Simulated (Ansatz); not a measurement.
# SnHF3: one species, many methods

An exercise on one series of results from a longer session: the logs are not shown, and one member is left open.

Method: functionals in def2-TZVPP, the program's frozen cores in correlated methods; program: Ansatz 0.2.0, Gaussian basis.

The runs, in order: LDA (SPW92), PBE-D4, revPBE-D4, BLYP-D4, r2SCAN-D4, B97M-V, PBE0-D4, B3LYP-D4, r2SCANh-D4, r2SCAN0-D4, HSE06-D4, BHLYP-D4, CAM-B3LYP-D4, LC-ωPBE, ωB97X-V, ωB97M-V, B2PLYP, PBE-QIDH; CCSD(T)/def2-SVP; CCSD(T)/def2-TZVPP; MP2/def2-QZVPP; extrapolation to the limit; RPA on PBE.

### The relaxed structure

An earlier PBE0-D4 in a triple-zeta def2 set relaxation fixed the geometry. Sn takes the def2 core potential; no spin-orbit term is included.

SMILES `[F][SnH]([F])[F]`, 5 atoms, charge 0, spin multiplicity 1.

Atoms are counted from 1 here; the program's logs count them from 0.

Bond lengths: F1–Sn2 1.891 Å, Sn2–F3 1.891 Å, Sn2–F4 1.891 Å, Sn2–H5 1.682 Å. Angles: F1–Sn2–F3 105.0°, F1–Sn2–F4 105.0°, F1–Sn2–H5 113.7°, F3–Sn2–F4 105.0°, F3–Sn2–H5 113.7°, F4–Sn2–H5 113.7°.

The first run:

Input file in.yaml:

```yaml
crystal:
  periodic: [false, false, false]
  atoms:
    - {symbol: F, position_ang: [-0.323894, -0.547910, 1.727748]}
    - {symbol: Sn, position_ang: [0.127228, -0.006842, -0.027178]}
    - {symbol: F, position_ang: [-0.794890, 1.623381, -0.288182]}
    - {symbol: F, position_ang: [-0.742711, -1.246701, -1.159419]}
    - {symbol: H, position_ang: [1.784167, 0.104471, -0.294269]}
basis:
  gaussian: {orbitals: def2-TZVPP}
hamiltonian: {xc: lda}
output: {orbitals: {seedname: orbitals}}
```

Among the steps run: LDA; PBE-D4 (GGA); revPBE-D4 (GGA); BLYP-D4 (GGA); r2SCAN-D4 (meta-GGA); B97M-V (meta-GGA); PBE0-D4 (hybrid); B3LYP-D4 (hybrid); r2SCANh-D4 (hybrid); r2SCAN0-D4 (hybrid); HSE06-D4 (hybrid); BHLYP-D4 (hybrid); CAM-B3LYP-D4 (range-separated); LC-ωPBE-D4 (range-separated; the results give it without D4); ωB97X-V (range-separated); ωB97M-V (range-separated); B2PLYP (double hybrid); PBE-QIDH (double hybrid).

One of the session's tables, all rows but one given; the rest of the session is left out.

It belongs to the step «Frontier levels by functional». 

```
  functional  HOMO (eV)  LUMO (eV)  gap (eV)
 LDA (SPW92)      -9.50      -3.49      6.01
      PBE-D4      -9.29      -3.15      6.13
   revPBE-D4      -9.21      -3.02      6.18
     BLYP-D4      -9.23      -3.17      6.06
   r2SCAN-D4      -9.74      -2.87      6.87
      B97M-V      -9.84      -2.96      6.89
     PBE0-D4     -11.05      -2.15      8.90
    B3LYP-D4     -10.81      -2.54      8.26
  r2SCANh-D4     -10.40      -2.51      7.89
  r2SCAN0-D4     -11.36      -1.97      9.39
    HSE06-D4     -10.64      -2.52      8.12
    BHLYP-D4          ?          ?         ?
CAM-B3LYP-D4     -12.53      -1.16     11.37
     LC-ωPBE     -13.81       0.26     14.06
     ωB97X-V     -13.49       0.11     13.59
     ωB97M-V     -13.38      -0.06     13.32
```

**Question.** Estimate the row for BHLYP-D4.

Worked estimate for «HOMO (eV)». Against the share of exact exchange, BLYP-D4 (0, -9.23), B3LYP-D4 (0.2, -10.81) give a slope of -7.90 per unit share; at 0.5 the line stands at -13.18.

**Answer.** HOMO (eV): -12.68; LUMO (eV): -1.19; gap (eV): 11.49. In «HOMO (eV)» the line misses by -0.50.
